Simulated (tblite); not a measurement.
# BH13O2Si5: the cost of one run

The runs use tblite 0.8.0 and PySCF 2.14.0, with density-fitted response routines of our own; the level of theory stands in each step. All values are computed, except where a source is named. Atoms are numbered from 0 throughout.

## (1) The starting structure

21 atoms, charge 0, multiplicity 1; geometry from: force field or distance geometry start.

Bonds of the start (Å): O0–Si1 1.70, Si1–B2 1.95, B2–Si3 1.94, Si1–O4 1.71, O4–Si5 1.72, Si1–Si6 2.21, Si6–Si7 2.23, O0–H8 0.99, B2–H9 1.17, Si3–H10 1.48, Si3–H11 1.47, Si3–H12 1.47, Si5–H13 1.47, Si5–H14 1.47, Si5–H15 1.47, Si6–H16 1.47, Si6–H17 1.47, Si7–H18 1.48, Si7–H19 1.46, Si7–H20 1.48.

## (2) Relaxing the molecule with GFN2-xTB

What the job is given:

```
{"job": {"kind": "relax", "xc": "GFN2-xTB", "basis": "xTB"}, "charge": 0, "multiplicity": 1}
O     -0.943000     0.691300    -1.378800
Si    -0.196600    -0.039300    -0.034900
B     -1.380300    -1.458900     0.583100
Si    -3.301500    -1.392000     0.320700
O      0.012600     1.149500     1.177000
Si    -0.382600     2.683300     0.497800
Si     1.691200    -0.988900    -0.697500
Si     3.471600    -0.447300     0.523100
H     -0.245700     1.126900    -1.937600
H     -0.921300    -2.392100     1.114900
H     -4.028300    -1.000400     1.554600
H     -3.701200    -0.418600    -0.699500
H     -3.851600    -2.692700    -0.078700
H     -0.468100     3.708700     1.545000
H     -1.636000     2.561200    -0.267900
H      0.668500     2.992100    -0.480800
H      1.575300    -2.458900    -0.695200
H      1.950900    -0.564600    -2.076000
H      4.435300    -1.557600     0.370100
H      3.189200    -0.296300     1.952200
H      4.052600     0.811400     0.017500
```

The run is started by

```
OMP_NUM_THREADS=1 python probes_run.py task.json out
```

This one command runs all jobs of the session in turn.

**Question.** How long does this first job take on 1 thread of Intel Xeon 6975P-C, shared host, and how much memory does it need?

About 1.8 s, with a peak of 0.18 GiB.
